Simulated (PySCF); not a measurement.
# C₄H₇F₃OSi₂: NMR shifts in solvents

Aim: compute the NMR shifts of C₄H₇F₃OSi₂ (`FC(F)=C(F)/C=C\[SiH2]O[SiH3]`), and see what a dielectric continuum does where one was used.

Programs: PySCF 2.14.0, with density-fitted response routines of our own. Each step states its level of theory. These are calculated values for one molecule, in the gas phase or a continuum, unless marked as measured. Atoms count from 0, in the outputs and in this text.

## Step 1: Starting geometry

17 atoms, charge 0, multiplicity 1; geometry from: GFN2-xTB. The atoms were then displaced at random by about 0.01 Å, so the start is not that level's minimum.

Bonds of the start (Å): F0–C1 1.35, C1–F2 1.33, C1–C3 1.30, C3–F4 1.36, C3–C5 1.46, C5–C6 1.32, C6–Si7 1.88, Si7–O8 1.62, O8–Si9 1.62, C5–H10 1.07, C6–H11 1.08, Si7–H12 1.46, Si7–H13 1.46, Si9–H14 1.45, Si9–H15 1.45, Si9–H16 1.47.

## Step 2: Optimising the geometry at PBE0-D3(BJ)/def2-SVP

Job settings and geometry (Å):

```
{"job": {"xc": "PBE0", "basis": "def2-SVP", "d3": "d3bj", "grid": 1, "shake": 0.01, "kind": "geom"}, "charge": 0, "multiplicity": 1}
F      4.547280     0.299160     1.861800
C      3.743280     0.493480     0.797570
F      4.431680     0.950730    -0.239990
C      2.467070     0.261490     0.741650
F      1.842070    -0.207210     1.857240
C      1.611290     0.467350    -0.428230
C      0.310790     0.233640    -0.480110
Si    -0.790330    -0.394350     0.909340
O     -2.285310    -0.466370     0.276900
Si    -3.831090    -0.433450    -0.210680
H      2.162710     0.822480    -1.272070
H     -0.180550     0.435310    -1.419190
H     -0.895170     0.559390     2.012980
H     -0.470890    -1.763120     1.298160
H     -4.253090     0.958430    -0.199450
H     -4.591720    -1.231480     0.729460
H     -3.834520    -0.973640    -1.575720
```

On the command line:

```bash
$ OMP_NUM_THREADS=1 python probes_run.py task.json out
```

One launch serves the whole session: the jobs run in the order shown.

What it wrote:

```text
step   0  E = -1109.01046292  max force = 0.083976
step   1  E = -1109.02148157  max force = 0.012095
step   2  E = -1109.02209555  max force = 0.007832
step   3  E = -1109.02273929  max force = 0.005725
step   4  E = -1109.02253892  max force = 0.005360
step   5  E = -1109.02292157  max force = 0.001449
step   6  E = -1109.02289598  max force = 0.002089
step   7  E = -1109.02293045  max force = 0.000969
step   8  E = -1109.02294372  max force = 0.000242
optimisation converged
```

It took 4.3 min on 1 thread of Arm Neoverse N1, shared host; peak memory 0.8 GiB.

The steps of the relaxation: (the energy doesn't fall at every step)

```tsv
step	energy from step 0 (eV)	largest force component (eV/Å)
0	0.0000	4.3182
1	-0.2998	0.6220
2	-0.3165	0.4027
3	-0.3341	0.2944
4	-0.3286	0.2756
5	-0.3390	0.0745
6	-0.3383	0.1074
7	-0.3393	0.0498
8	-0.3396	0.0124
```

Close pairs (by a distance rule), those that changed most:

```tsv
bond	before (Å)	after (Å)	change (Å)
F0–C1	1.348	1.302	-0.046
Si9–H15	1.449	1.493	+0.044
C1–C3	1.298	1.342	+0.044
Si9–H14	1.454	1.494	+0.040
Si7–H13	1.458	1.491	+0.033
Si7–H12	1.462	1.492	+0.030
Si7–O8	1.625	1.653	+0.028
C5–H10	1.069	1.095	+0.026
```

The final coordinates are the input of the step that follows.

```tsv
at the end point	value
point group (found at 0.08 Å tolerance)	C1
rotational constants (GHz, main isotopes)	3.750, 0.301, 0.281
dipole moment (D)	1.40
```

## Step 3: NMR shieldings: PBE0/pcSseg-1 in acetonitrile

Job settings and geometry (Å):

```
{"job": {"kind": "nmr", "xc": "PBE0", "basis": "pcSseg-1", "solvent": "acetonitrile", "pop": true}, "charge": 0, "multiplicity": 1}
F      4.523547     0.332195     1.886451
C      3.798390     0.516711     0.820723
F      4.493671     0.980701    -0.185773
C      2.481812     0.265604     0.748505
F      1.881920    -0.203336     1.850029
C      1.659511     0.461308    -0.419899
C      0.335517     0.218483    -0.459319
Si    -0.785565    -0.401711     0.908969
O     -2.297562    -0.483015     0.245161
Si    -3.864894    -0.433411    -0.244990
H      2.191964     0.831396    -1.301713
H     -0.162888     0.410296    -1.417372
H     -0.817091     0.537926     2.067497
H     -0.399161    -1.765950     1.369723
H     -4.364102     0.974937    -0.239586
H     -4.719674    -1.254019     0.663899
H     -3.970252    -0.977013    -1.631893
```

Method: GIAO PBE0/pcSseg-1 NMR shielding, non-relativistic, IEF-PCM acetonitrile.

What it wrote:

```text
coarse grid: 16280 points
cycle   1  E = -1109.2382474403  dE =  1.421e+00  |g| = 1.053e+00  |ddm| = 3.940e+00
cycle   2  E = -1108.8777591956  dE =  3.605e-01  |g| = 1.725e+00  |ddm| = 2.082e+00
cycle   3  E = -1109.4393524915  dE = -5.616e-01  |g| = 1.101e-01  |ddm| = 1.485e+00
cycle   4  E = -1109.4409655531  dE = -1.613e-03  |g| = 7.493e-02  |ddm| = 1.550e-01
cycle   5  E = -1109.4420358215  dE = -1.070e-03  |g| = 1.275e-02  |ddm| = 5.733e-02
cycle   6  E = -1109.4420616515  dE = -2.583e-05  |g| = 4.448e-03  |ddm| = 1.178e-02
cycle   7  E = -1109.4420663364  dE = -4.685e-06  |g| = 1.307e-03  |ddm| = 4.481e-03
final grid: 152312 points
cycle   8  E = -1109.5285286689  dE = -3.083e-05  |g| = 9.631e-03  |ddm| = 2.992e-02
cycle   9  E = -1109.5285059856  dE =  2.268e-05  |g| = 1.478e-02  |ddm| = 1.853e-02
cycle  10  E = -1109.5285463019  dE = -4.032e-05  |g| = 1.041e-03  |ddm| = 1.139e-02
cycle  11  E = -1109.5285465183  dE = -2.165e-07  |g| = 2.885e-04  |ddm| = 9.394e-04
cycle  12  E = -1109.5285465313  dE = -1.294e-08  |g| = 1.036e-04  |ddm| = 2.513e-04
cycle  13  E = -1109.5285465328  dE = -1.503e-09  |g| = 2.761e-05  |ddm| = 8.125e-05
cycle  14  E = -1109.5285465329  dE = -1.564e-10  |g| = 8.291e-06  |ddm| = 2.726e-05
converged SCF energy = -1109.5285465329

GIAO shielding tensors (ppm)
atom      isotropic    diamagn.    paramagn.     s11        s22        s33       span
  0 F      278.528     467.034    -188.506    254.401    276.471    304.713     50.312
  1 C       20.617     252.453    -231.836    -35.708     37.934     59.626     95.334
  2 F      289.402     473.560    -184.157    278.668    292.944    296.595     17.928
  3 C       46.912     250.796    -203.884     17.946     39.621     83.167     65.221
  4 F      375.196     477.127    -101.931    318.947    379.686    426.955    108.008
  5 C       45.537     256.215    -210.677    -72.515     54.282    154.845    227.360
  6 C       52.096     260.730    -208.633    -46.329     41.088    161.530    207.859
  7 Si     385.322     879.719    -494.397    341.582    366.464    447.920    106.338
  8 O      327.070     398.569     -71.499    262.786    344.210    374.212    111.426
  9 Si     394.619     877.921    -483.302    355.064    357.120    471.673    116.608
 10 H       24.261      31.756      -7.495     21.334     22.964     28.485      7.152
 11 H       25.150      33.106      -7.956     23.513     23.539     28.399      4.886
 12 H       25.974      29.627      -3.653     21.621     26.791     29.511      7.889
 13 H       25.977      29.563      -3.586     21.625     26.730     29.576      7.951
 14 H       26.183      27.803      -1.620     23.008     24.585     30.956      7.948
 15 H       26.208      26.546      -0.339     22.936     24.558     31.129      8.193
 16 H       26.190      28.128      -1.938     22.902     24.680     30.989      8.087
```

Wall time 69 s (1 thread of Arm Neoverse N1, shared host); peak memory 1.1 GiB.

Shifts follow as δ = σ(reference) − σ, with reference shieldings (ppm) from runs at the same level and on the same kind of geometry: ¹H TMS 31.24, ¹³C TMS 185.5, ²⁹Si TMS 351.8, ¹⁹F CFCl3 180.5, ¹⁷O H2O 343.0. The references are single molecules in the same continuum, so shifts against H2O, NH3, PH3, H3PO4 or CFCl3 are not on the usual liquid scales and can be off by tens of ppm. Atoms listed in one row are averaged.

```tsv
atoms	environment	σ (ppm)	δ (ppm)
C1	fully substituted alkene carbon	20.6	164.9
C5	alkene CH	45.5	139.9
C3	fully substituted alkene carbon	46.9	138.6
C6	alkene CH	52.1	133.4
H10	hydrogen on an alkene CH	24.26	6.98
H11	hydrogen on an alkene CH	25.15	6.09
H12, H13	hydrogen on a silicon bonded to C, O	25.98	5.26
H14, H15, H16	hydrogen on a silicon bonded to O	26.19	5.05
F0	vinylic fluorine	278.5	-98.0
F2	vinylic fluorine	289.4	-108.9
F4	vinylic fluorine	375.2	-194.7
Si7	silicon bonded to C, O, 2 H	385.3	-33.5
Si9	silicon bonded to O, 3 H	394.6	-42.8
O8	oxygen bonded to 2 Si	327.1	15.9
```

Charges from the same density, by scheme (e):

```tsv
atoms	Mulliken	IAO	Hirshfeld	ESP fit
F0	-0.22	-0.22	-0.05	-0.13
C1	0.61	0.53	0.17	0.36
F2	-0.22	-0.23	-0.04	-0.13
C3	0.11	0.18	0.04	0.12
F4	-0.28	-0.26	-0.05	-0.16
C5	-0.14	-0.15	-0.06	-0.31
C6	-0.45	-0.47	-0.15	-0.27
Si7	0.91	1.00	0.37	0.60
O8	-0.74	-0.88	-0.31	-0.47
Si9	0.74	0.87	0.39	0.59
```

Mayer bond orders: F0–C1 1.02, C1–F2 1.03, C1–C3 1.66, C3–F4 0.93, C3–C5 1.06, C5–C6 1.83, C6–Si7 0.88, Si7–O8 0.89, O8–Si9 0.93.

## Step 4: NMR shieldings: PBE0/pcSseg-1 in dichloromethane

The job, as its differences from that of step 3:

```diff
@@ -1,2 +1,2 @@
-{"job": {"kind": "nmr", "xc": "PBE0", "basis": "pcSseg-1", "solvent": "acetonitrile", "pop": true}, "charge": 0, "multiplicity": 1}
+{"job": {"kind": "nmr", "xc": "PBE0", "basis": "pcSseg-1", "solvent": "dichloromethane", "pop": false}, "charge": 0, "multiplicity": 1}
 F      4.523547     0.332195     1.886451
```

Level: GIAO PBE0/pcSseg-1 NMR shielding, non-relativistic, IEF-PCM dichloromethane.

What it wrote:

```text
coarse grid: 16280 points
cycle   1  E = -1109.2366407837  dE =  1.422e+00  |g| = 1.055e+00  |ddm| = 3.941e+00
cycle   2  E = -1108.8654553711  dE =  3.712e-01  |g| = 1.739e+00  |ddm| = 2.102e+00
cycle   3  E = -1109.4387040014  dE = -5.732e-01  |g| = 1.135e-01  |ddm| = 1.507e+00
cycle   4  E = -1109.4404083314  dE = -1.704e-03  |g| = 7.836e-02  |ddm| = 1.631e-01
cycle   5  E = -1109.4416049499  dE = -1.197e-03  |g| = 1.360e-02  |ddm| = 6.139e-02
cycle   6  E = -1109.4416347846  dE = -2.983e-05  |g| = 5.260e-03  |ddm| = 1.346e-02
cycle   7  E = -1109.4416414544  dE = -6.670e-06  |g| = 1.452e-03  |ddm| = 5.187e-03
final grid: 152312 points
cycle   8  E = -1109.5281054398  dE = -3.045e-05  |g| = 9.755e-03  |ddm| = 2.999e-02
cycle   9  E = -1109.5280812988  dE =  2.414e-05  |g| = 1.511e-02  |ddm| = 1.889e-02
cycle  10  E = -1109.5281233724  dE = -4.207e-05  |g| = 1.016e-03  |ddm| = 1.170e-02
cycle  11  E = -1109.5281235780  dE = -2.057e-07  |g| = 2.895e-04  |ddm| = 9.361e-04
cycle  12  E = -1109.5281235913  dE = -1.327e-08  |g| = 1.066e-04  |ddm| = 2.595e-04
cycle  13  E = -1109.5281235930  dE = -1.662e-09  |g| = 2.878e-05  |ddm| = 8.596e-05
cycle  14  E = -1109.5281235931  dE = -1.801e-10  |g| = 8.745e-06  |ddm| = 2.927e-05
converged SCF energy = -1109.5281235931

GIAO shielding tensors (ppm)
atom      isotropic    diamagn.    paramagn.     s11        s22        s33       span
  0 F      278.414     467.014    -188.600    254.472    276.338    304.433     49.961
  1 C       20.710     252.489    -231.779    -35.597     38.087     59.640     95.238
  2 F      289.764     473.589    -183.826    278.880    293.567    296.843     17.963
  3 C       46.937     250.717    -203.780     17.873     39.659     83.280     65.407
  4 F      374.613     477.069    -102.456    318.231    378.939    426.668    108.436
  5 C       45.869     256.264    -210.395    -72.117     55.024    154.700    226.817
  6 C       51.757     260.702    -208.945    -46.933     40.739    161.465    208.398
  7 Si     385.262     879.712    -494.451    341.977    366.127    447.681    105.705
  8 O      327.160     398.574     -71.414    262.741    344.265    374.474    111.732
  9 Si     394.682     877.934    -483.252    355.103    357.086    471.857    116.754
 10 H       24.307      31.801      -7.493     21.392     22.995     28.535      7.142
 11 H       25.170      33.142      -7.973     23.502     23.573     28.433      4.931
 12 H       25.965      29.604      -3.638     21.611     26.780     29.504      7.893
 13 H       25.967      29.537      -3.571     21.614     26.718     29.569      7.955
 14 H       26.180      27.803      -1.623     23.006     24.582     30.952      7.947
 15 H       26.202      26.543      -0.341     22.931     24.551     31.125      8.194
 16 H       26.189      28.131      -1.942     22.901     24.678     30.987      8.086
```

It took 65 s on 1 thread of Arm Neoverse N1, shared host; peak memory 1.1 GiB.

Key values: δ C1 164.6, C5 139.5, C3 138.4, C6 133.6, H10 6.94, H11 6.07 ppm.

## Step 5: Run by run: NMR shifts

Shifts (ppm) of some atoms, chosen among heavy atoms and hydrogens apart, with basis size and wall time:

```tsv
run	C1	C5	H10	H11	F0	F2	O8	functions	time
PBE0/pcSseg-1 in acetonitrile	164.9	139.9	6.98	6.09	-98.0	-108.9	15.9	219	69 s
PBE0/pcSseg-1 in dichloromethane	164.6	139.5	6.94	6.07	-98.3	-109.7	14.9	219	65 s
```

The continuum's effect on the ground state:

```tsv
solvent	ε	polarisation energy (Eh)	μ (D)
dichloromethane	8.93	-0.0028	1.78
acetonitrile	35.69	-0.0033	1.85
```

## Step 6: What came out

```
                                                                            quantity                           value
                                                                         point group                              C1
                                                rotational constants (main isotopes)            3.75, 0.30, 0.28 GHz
                                ¹³C shifts against TMS (PBE0/pcSseg-1, acetonitrile)  164.9, 139.9, 138.6, 133.4 ppm
¹H shifts against TMS (PBE0/pcSseg-1, acetonitrile, means over atoms taken as alike)      6.98, 6.09, 5.26, 5.05 ppm
                              ¹⁹F shifts against CFCl3 (PBE0/pcSseg-1, acetonitrile)       -98.0, -108.9, -194.7 ppm
                               ²⁹Si shifts against TMS (PBE0/pcSseg-1, acetonitrile)                -33.5, -42.8 ppm
                                ¹⁷O shifts against H2O (PBE0/pcSseg-1, acetonitrile)                        15.9 ppm
                                                            range of the shift of O8                14.9 to 15.9 ppm
```

In words: Relaxing lowered the energy by 0.340 eV in 8 steps; the close pair that moved most is F0–C1, from 1.348 to 1.302 Å. No frequency check was run at this level, so the end point may be a saddle. At PBE0/pcSseg-1: The largest span, 227 ppm, is at C5, where the paramagnetic term is -211 ppm. Across the 2 runs the shift of O8 moves most, between 14.9 (PBE0/pcSseg-1 in dichloromethane) and 15.9 ppm (PBE0/pcSseg-1 in acetonitrile). Most of that comes from the computed reference, not from the atom's own shielding. The continuum holds electrostatics alone: no hydrogen bonds to the solvent, and the gas-phase geometry is kept.
